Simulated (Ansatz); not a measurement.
# NbAu2: the cost of one run

Method: DFT LDA, scalar-relativistic, plane waves, PAW, in Ansatz 0.2.0.

2 further runs of the same task are left out: 2 set aside as unsound or not needed. Runs told in other sessions of the task aren't counted.

## 1. Starting point

The structure is hexagonal, space group P6/mmm (No. 191). The conventional cell has a = 4.589 Å, b = 4.589 Å, c = 2.711 Å, α = 90.00°, β = 90.00°, γ = 120.00°. Around Nb (site symmetry 6/mmm) lie 2 Nb at 2.71 Å and 12 Au at 2.98 Å. Au (site symmetry -6m2) is surrounded by 5 Au at 2.65 to 2.71 Å and 6 Nb at 2.98 Å.

Structure file:

```xyz
3
Lattice="4.5886 0.0000 0.0000 -2.2943 3.9739 0.0000 0.0000 0.0000 2.7110" Properties=species:S:1:pos:R:3 pbc="T T T"
Nb    0.0000    0.0000    0.0000
Au    0.0000    2.6492    1.3555
Au    2.2943    1.3246    1.3555
```

This cell was relaxed beforehand with the same method: volume 16.48 Å³/atom, gap on the mesh none (metal).

## 2. Relaxing at 3 GPa

At a set pressure the run lowers the enthalpy E + PV, so the energy alone may rise along the way.

Contents of input.yaml:

```yaml
crystal:
  lattice:
    - [4.5886145974, 0.0, 0.0]
    - [-2.2943072987, 3.9738568095, 0.0]
    - [0.0, 0.0, 2.7109828645]
  atoms:
    - { symbol: Nb, position: [0.0, 0.0, 0.0] }
    - { symbol: Au, position: [0.3333333333, 0.6666666667, 0.5] }
    - { symbol: Au, position: [0.6666666667, 0.3333333333, 0.5] }
basis:
  ecutwfc: 420
kpoints:
  mp_grid: { grid: [12, 12, 16] }
hamiltonian:
  xc: lda
scf:
  occupations: { method: fermi_dirac, width: 0.15 }
output:
  forces: true
  stress: true
  eigenvalues: true
relax:
  adjacent_minimum: "off"
  f_tol: 0.001
  max_steps: 60
  cell: { stress_tol: 0.02, p_target: 3.0 }
```

The run is started by

```sh
> ansatz run input.yaml --threads 1 --pin off --max-ram 3072MiB --backend cpu --events-out ev --progress --plain --runs-dir out
```

**Question.** How long does this run take on 1 thread of Arm Neoverse V1, shared host, and how much memory does it need?

About 71 s, with a peak of 0.47 GiB.
